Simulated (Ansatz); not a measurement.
# ZrO₂+ (doublet): energies up the ladder, part 1 of 2

Aim: energies up the ladder, for ZrO₂+ (doublet), with the cost of each level. Charge +1. Spin multiplicity 2.

Method: the levels named in each step, in Ansatz 0.2.0.

### Step 1. The structure to begin with

Bond lengths: O1–Zr2 1.779 Å, Zr2–O3 1.779 Å. Angles: O1–Zr2–O3 106.4°.

Coordinates:

```xyz
3

O    -1.0364    0.3093   -1.2174
Zr   -0.1014   -0.0643    0.2494
O     1.6145    0.0575   -0.2046
```

### Step 2. A rough first relaxation, PBE-D4/def2-SVP

The input, input.yaml:

```yaml
crystal:
  periodic: [false, false, false]
  atoms:
    - { symbol: O, position_ang: [-1.03638, 0.3093, -1.21745] }
    - { symbol: Zr, position_ang: [-0.1014, -0.06434, 0.24941] }
    - { symbol: O, position_ang: [1.61454, 0.05752, -0.20463] }
magnetization:
  spin_polarized: true
  initial_magnetization: 1
total_charge: 1
basis:
  gaussian: { orbitals: def2-SVP }
hamiltonian:
  xc: pbe
  dispersion: d4
relax:
  f_tol: 0.03
  max_steps: 200
```

Command:

```
$ ansatz run input.yaml --threads 2 --pin off --max-ram 5120MiB --backend cpu --events-out ev --progress --plain --runs-dir out
```

Log, shortened:

```text
Warning: RAYON_NUM_THREADS=2 ignored (pool sized by the plan → 2); use --threads N
[...]
Functional definition: PBE
[...]
564 factors; their error is unknown
[...]
mean field -5359.91426339 eV, -196.9732160993 hartree, gradient 1.3e-5 eV, S^2 0.764611; 11 other end points of the search recorded, 0 dependent functions left out
[...]
reference -5359.91433062 eV, -196.9732185697 hartree; 14, 13 occupied and 45, 46 virtual orbitals, 564 factors
relax step   1: F+E_penalty+E_count = -5359.96193173 eV  Δ(F+E_penalty+E_count) = +0.000e0 eV  max|allowed force component| = 9.534e-1 eV/Å  Δτ_max = 0.0000 Å  (243 SCF iters, accepted)
[...]
relax step   4: F+E_penalty+E_count = -5360.02925629 eV  Δ(F+E_penalty+E_count) = -1.363e-2 eV  max|allowed force component| = 2.301e-1 eV/Å  Δτ_max = 0.0378 Å  (32 SCF iters, accepted)
[...]
relax step   5: F+E_penalty+E_count = -5360.03017005 eV  Δ(F+E_penalty+E_count) = -9.138e-4 eV  max|allowed force component| = 6.597e-3 eV/Å  Δτ_max = 0.0045 Å  (32 SCF iters, accepted)
564 factors; their error is unknown
[...]
mean field -5359.98197720 eV, -196.9757045360 hartree, gradient 2.3e-5 eV, S^2 0.766358; 10 other end points of the search recorded, 0 dependent functions left out
[...]
reference -5359.98204355 eV, -196.9757069741 hartree; 14, 13 occupied and 45, 46 virtual orbitals, 564 factors
Total energy: -5360.03023640 eV, -196.9774780286 hartree
Atom 0 at    -0.903443     0.311302    -1.223647 Å, force    -0.004549     0.001179    -0.004648 eV/Å
Atom 1 at    -0.141508    -0.089787     0.348062 Å, force    -0.002048    -0.001300     0.005038 eV/Å
Atom 2 at     1.521711     0.080965    -0.297085 Å, force     0.006597     0.000120    -0.000390 eV/Å
Dipole moment:    -0.493425    -0.313063     1.213649 e Å
```

It took 27 s on 2 threads of Intel Xeon at 2.50GHz (Skylake/Cascade Lake), shared host; peak memory 0.16 GiB.

Step by step:

| step | energy from step 1 (eV) | largest force component (eV/Å) |
| --- | --- | --- |
| 1 | 0.0000 | 0.9534 |
| 2 | -0.0466 | 0.2334 |
| 3 | -0.0537 | 0.7697 |
| 4 | -0.0673 | 0.2301 |
| 5 | -0.0682 | 0.0066 |

Step 1 is the start.

Before: Bond lengths: O1–Zr2 1.779 Å, Zr2–O3 1.779 Å. Angles: O1–Zr2–O3 106.4°.

After: Bond lengths: O1–Zr2 1.792 Å, Zr2–O3 1.792 Å. Angles: O1–Zr2–O3 93.3°.

### Step 3. Relaxation, PBE0-D4/def2-TZVPP

The input, input.yaml:

```yaml
crystal:
  periodic: [false, false, false]
  atoms:
    - { symbol: O, position_ang: [-0.90344284, 0.31130226, -1.22364734] }
    - { symbol: Zr, position_ang: [-0.14150813, -0.08978745, 0.34806189] }
    - { symbol: O, position_ang: [1.52171097, 0.0809652, -0.29708455] }
magnetization:
  spin_polarized: true
  initial_magnetization: 1
total_charge: 1
basis:
  gaussian: { orbitals: def2-TZVPP }
hamiltonian:
  xc: pbe0
  dispersion: d4
relax:
  f_tol: 0.002
  max_steps: 150
```

Command:

```
$ ansatz run input.yaml --threads 2 --pin off --max-ram 5120MiB --backend cpu --events-out ev --progress --plain --runs-dir out
```

Log, shortened:

```text
Warning: RAYON_NUM_THREADS=2 ignored (pool sized by the plan → 2); use --threads N
[...]
Functional definition: PBE0
[...]
692 factors; their error is unknown
[...]
mean field -5363.76441499 eV, -197.1147065607 hartree, gradient 5.2e-5 eV, S^2 0.804412; 2 other end points of the search recorded, 0 dependent functions left out
[...]
reference -5363.76445464 eV, -197.1147080178 hartree; 14, 13 occupied and 104, 105 virtual orbitals, 692 factors
relax step   1: F+E_penalty+E_count = -5363.80448789 eV  Δ(F+E_penalty+E_count) = +0.000e0 eV  max|allowed force component| = 1.129e0 eV/Å  Δτ_max = 0.0000 Å  (65 SCF iters, accepted)
[...]
relax step   3: F+E_penalty+E_count = -5363.82474502 eV  Δ(F+E_penalty+E_count) = -2.141e-4 eV  max|allowed force component| = 6.683e-3 eV/Å  Δτ_max = 0.0030 Å  (47 SCF iters, accepted)
[...]
relax step   4: F+E_penalty+E_count = -5363.82475786 eV  Δ(F+E_penalty+E_count) = -1.284e-5 eV  max|allowed force component| = 9.444e-4 eV/Å  Δτ_max = 0.0018 Å  (37 SCF iters, accepted)
692 factors; their error is unknown
[...]
mean field -5363.78441687 eV, -197.1154416164 hartree, gradient 1.7e-5 eV, S^2 0.798727; 2 other end points of the search recorded, 0 dependent functions left out
[...]
reference -5363.78445590 eV, -197.1154430505 hartree; 14, 13 occupied and 104, 105 virtual orbitals, 692 factors
Total energy: -5363.82479688 eV, -197.1169255543 hartree
Atom 0 at    -0.891476     0.308718    -1.213436 Å, force     0.000083     0.000132    -0.000514 eV/Å
Atom 1 at    -0.137540    -0.087269     0.338300 Å, force    -0.000384    -0.000244     0.000944 eV/Å
Atom 2 at     1.505776     0.081031    -0.297534 Å, force     0.000301     0.000111    -0.000431 eV/Å
Dipole moment:    -0.519142    -0.329380     1.276906 e Å
```

Run time: 31 s. Hardware: 2 threads of Intel Xeon at 2.50GHz (Skylake/Cascade Lake), shared host; peak memory 0.23 GiB.

Relaxation path:

| step | E - E(step 1) (eV) | largest force component (eV/Å) |
| --- | --- | --- |
| 1 | 0.0000 | 1.1293 |
| 2 | -0.0200 | 0.0992 |
| 3 | -0.0203 | 0.0067 |
| 4 | -0.0203 | 0.0009 |

Step 1 is the start.

Before: Bond lengths: O1–Zr2 1.792 Å, Zr2–O3 1.792 Å. Angles: O1–Zr2–O3 93.3°.

After: Bond lengths: O1–Zr2 1.770 Å, Zr2–O3 1.770 Å. Angles: O1–Zr2–O3 93.4°.

### Step 4. Frequencies, PBE0-D4/def2-TZVPP

The input, input.yaml:

```yaml
crystal:
  periodic: [false, false, false]
  atoms:
    - { symbol: O, position_ang: [-0.89147623, 0.30871823, -1.21343646] }
    - { symbol: Zr, position_ang: [-0.13753966, -0.08726948, 0.33830048] }
    - { symbol: O, position_ang: [1.50577589, 0.08103126, -0.29753403] }
magnetization:
  spin_polarized: true
  initial_magnetization: 1
total_charge: 1
basis:
  gaussian: { orbitals: def2-TZVPP }
hamiltonian:
  xc: pbe0
  dispersion: d4
phonons: {}
```

Command:

```
$ ansatz run input.yaml --threads 2 --pin off --max-ram 5120MiB --backend cpu --events-out ev --progress --plain --runs-dir out
```

Log, shortened:

```text
Warning: RAYON_NUM_THREADS=2 ignored (pool sized by the plan → 2); use --threads N
[...]
[... 1 set-up line as earlier in the session ...]
[...]
692 factors; their error is unknown
[...]
mean field -5363.78441687 eV, -197.1154416165 hartree, gradient 4.0e-5 eV, S^2 0.798727; 1 other end points of the search recorded, 0 dependent functions left out
[...]
reference -5363.78445590 eV, -197.1154430505 hartree; 14, 13 occupied and 104, 105 virtual orbitals, 692 factors
[...]
692 factors; their error is unknown
[...]
mean field -5363.78438652 eV, -197.1154405011 hartree, gradient 1.9e-6 eV, S^2 0.798987; 0 other end points of the search recorded, 0 dependent functions left out
[...]
reference -5363.78442558 eV, -197.1154419364 hartree; 14, 13 occupied and 104, 105 virtual orbitals, 692 factors
[...]
692 factors; their error is unknown
mean field -5363.78435656 eV, -197.1154394000 hartree, gradient 2.0e-6 eV, S^2 0.798452; 0 other end points of the search recorded, 0 dependent functions left out
[...]
reference -5363.78440788 eV, -197.1154412861 hartree; 14, 13 occupied and 104, 105 virtual orbitals, 692 factors
[...]
692 factors; their error is unknown
mean field -5363.78439355 eV, -197.1154407594 hartree, gradient 2.0e-6 eV, S^2 0.798949; 0 other end points of the search recorded, 0 dependent functions left out
[...]
reference -5363.78443261 eV, -197.1154421946 hartree; 14, 13 occupied and 104, 105 virtual orbitals, 692 factors
WARN: phonons: modes at or below zero, which the zero-point energy, F, S and C_V leave out: 1, the lowest at -410.18 cm⁻¹. A minimum has none, and a first-order saddle one
Total energy: -5363.82479688 eV, -197.1169255543 hartree
Atom 0 at    -0.891476     0.308718    -1.213436 Å, force     0.000080     0.000131    -0.000511 eV/Å
Atom 1 at    -0.137540    -0.087269     0.338300 Å, force    -0.000381    -0.000242     0.000938 eV/Å
Atom 2 at     1.505776     0.081031    -0.297534 Å, force     0.000301     0.000111    -0.000427 eV/Å
Dipole moment:    -0.519142    -0.329381     1.276907 e Å
Vibrations: -410.18 190.69 925.26 cm⁻¹, zero-point energy 0.069180 eV
```

Wall time 28 s (2 threads of Intel Xeon at 2.50GHz (Skylake/Cascade Lake), shared host); peak memory 0.23 GiB.

Harmonic frequencies (cm⁻¹; negative: imaginary): -410, 191, 925.

### Step 5. Relaxation again, from a step along the imaginary mode, PBE0-D4/def2-TZVPP

The input, input.yaml:

```yaml
crystal:
  periodic: [false, false, false]
  atoms:
    - { symbol: O, position_ang: [-0.77677939, 0.24847621, -0.97736911] }
    - { symbol: Zr, position_ang: [-0.20150073, -0.08119457, 0.31386332] }
    - { symbol: O, position_ang: [1.75577589, 0.10663502, -0.39426417] }
magnetization:
  spin_polarized: true
  initial_magnetization: 1
total_charge: 1
basis:
  gaussian: { orbitals: def2-TZVPP }
hamiltonian:
  xc: pbe0
  dispersion: d4
relax:
  f_tol: 0.002
  max_steps: 150
```

Command:

```
$ ansatz run input.yaml --threads 2 --pin off --max-ram 5120MiB --backend cpu --events-out ev --progress --plain --runs-dir out
```

Log, shortened:

```text
Warning: RAYON_NUM_THREADS=2 ignored (pool sized by the plan → 2); use --threads N
[...]
[... 1 set-up line as earlier in the session ...]
[...]
692 factors; their error is unknown
[...]
mean field -5361.35644072 eV, -197.0262151385 hartree, gradient 1.4e-5 eV, S^2 0.761463; 3 other end points of the search recorded, 0 dependent functions left out
[...]
reference -5361.35648058 eV, -197.0262166033 hartree; 14, 13 occupied and 104, 105 virtual orbitals, 692 factors
relax step   1: F+E_penalty+E_count = -5361.39775357 eV  Δ(F+E_penalty+E_count) = +0.000e0 eV  max|allowed force component| = 1.892e1 eV/Å  Δτ_max = 0.0000 Å  (92 SCF iters, accepted)
[...]
relax step   6: F+E_penalty+E_count = -5363.84912077 eV  Δ(F+E_penalty+E_count) = -6.576e-4 eV  max|allowed force component| = 1.824e-2 eV/Å  Δτ_max = 0.0101 Å  (52 SCF iters, accepted)
[...]
relax step   7: F+E_penalty+E_count = -5363.84914146 eV  Δ(F+E_penalty+E_count) = -2.069e-5 eV  max|allowed force component| = 1.340e-3 eV/Å  Δτ_max = 0.0023 Å  (46 SCF iters, accepted)
692 factors; their error is unknown
[...]
mean field -5363.80900817 eV, -197.1163453298 hartree, gradient 2.1e-5 eV, S^2 0.775237; 4 other end points of the search recorded, 0 dependent functions left out
[...]
reference -5363.80904752 eV, -197.1163467760 hartree; 14, 13 occupied and 104, 105 virtual orbitals, 692 factors
Total energy: -5363.84918081 eV, -197.1178216472 hartree
Atom 0 at    -0.880670     0.272774    -1.073280 Å, force     0.000284    -0.000131     0.000512 eV/Å
Atom 1 at    -0.029098    -0.091566     0.356344 Å, force     0.001056     0.000279    -0.001074 eV/Å
Atom 2 at     1.687264     0.092708    -0.340834 Å, force    -0.001340    -0.000148     0.000562 eV/Å
Dipole moment:    -0.343650    -0.335845     1.304205 e Å
```

Run time: 54 s. Hardware: 2 threads of Intel Xeon at 2.50GHz (Skylake/Cascade Lake), shared host; peak memory 0.24 GiB.

Step by step:

| step | energy from step 1 (eV) | largest force component (eV/Å) |
| --- | --- | --- |
| 1 | 0.0000 | 18.9223 |
| 2 | -2.2820 | 3.7112 |
| 3 | -2.4330 | 0.8256 |
| 4 | -2.4457 | 0.2305 |
| 5 | -2.4507 | 0.1197 |
| 6 | -2.4514 | 0.0182 |
| 7 | -2.4514 | 0.0013 |

Step 1 is the start.

Before: Bond lengths: O1–Zr2 1.452 Å, Zr2–O3 2.090 Å. Angles: O1–Zr2–O3 92.8°.

After: Bond lengths: O1–Zr2 1.703 Å, Zr2–O3 1.862 Å. Angles: O1–Zr2–O3 97.2°.

### Step 6. Frequencies, PBE0-D4/def2-TZVPP

The input, input.yaml:

```yaml
crystal:
  periodic: [false, false, false]
  atoms:
    - { symbol: O, position_ang: [-0.88066993, 0.27277447, -1.07328031] }
    - { symbol: Zr, position_ang: [-0.02909798, -0.09156553, 0.35634407] }
    - { symbol: O, position_ang: [1.68726368, 0.09270772, -0.34083372] }
magnetization:
  spin_polarized: true
  initial_magnetization: 1
total_charge: 1
basis:
  gaussian: { orbitals: def2-TZVPP }
hamiltonian:
  xc: pbe0
  dispersion: d4
phonons: {}
```

Command:

```
$ ansatz run input.yaml --threads 2 --pin off --max-ram 5120MiB --backend cpu --events-out ev --progress --plain --runs-dir out
```

Log, shortened:

```text
Warning: RAYON_NUM_THREADS=2 ignored (pool sized by the plan → 2); use --threads N
[...]
[... 1 set-up line as earlier in the session ...]
[...]
692 factors; their error is unknown
[...]
mean field -5363.80900631 eV, -197.1163452617 hartree, gradient 1.1e-5 eV, S^2 0.775237; 3 other end points of the search recorded, 0 dependent functions left out
[...]
reference -5363.80904567 eV, -197.1163467079 hartree; 14, 13 occupied and 104, 105 virtual orbitals, 692 factors
[...]
692 factors; their error is unknown
mean field -5363.80891896 eV, -197.1163420514 hartree, gradient 2.4e-6 eV, S^2 0.775703; 0 other end points of the search recorded, 0 dependent functions left out
[...]
reference -5363.80895834 eV, -197.1163434988 hartree; 14, 13 occupied and 104, 105 virtual orbitals, 692 factors
[...]
692 factors; their error is unknown
[...]
692 factors; their error is unknown
mean field -5363.80899085 eV, -197.1163446935 hartree, gradient 2.3e-6 eV, S^2 0.775041; 0 other end points of the search recorded, 0 dependent functions left out
[...]
reference -5363.80903023 eV, -197.1163461406 hartree; 14, 13 occupied and 104, 105 virtual orbitals, 692 factors
[...]
692 factors; their error is unknown
[...]
mean field -5363.80897544 eV, -197.1163441270 hartree, gradient 1.3e-6 eV, S^2 0.775434; 0 other end points of the search recorded, 0 dependent functions left out
[...]
reference -5363.80901477 eV, -197.1163455723 hartree; 14, 13 occupied and 104, 105 virtual orbitals, 692 factors
Total energy: -5363.84917896 eV, -197.1178215791 hartree
Atom 0 at    -0.880670     0.272774    -1.073280 Å, force     0.000406    -0.000216     0.000847 eV/Å
Atom 1 at    -0.029098    -0.091566     0.356344 Å, force     0.000996     0.000388    -0.001500 eV/Å
Atom 2 at     1.687264     0.092708    -0.340834 Å, force    -0.001401    -0.000172     0.000652 eV/Å
Dipole moment:    -0.343649    -0.335845     1.304205 e Å
Vibrations: 182.03 520.60 973.45 cm⁻¹, zero-point energy 0.103904 eV
```

It took 57 s on 2 threads of Intel Xeon at 2.50GHz (Skylake/Cascade Lake), shared host; peak memory 0.23 GiB.

Harmonic frequencies (cm⁻¹; negative: imaginary): 182, 521, 973.

(Continued in part 2 of 2.)
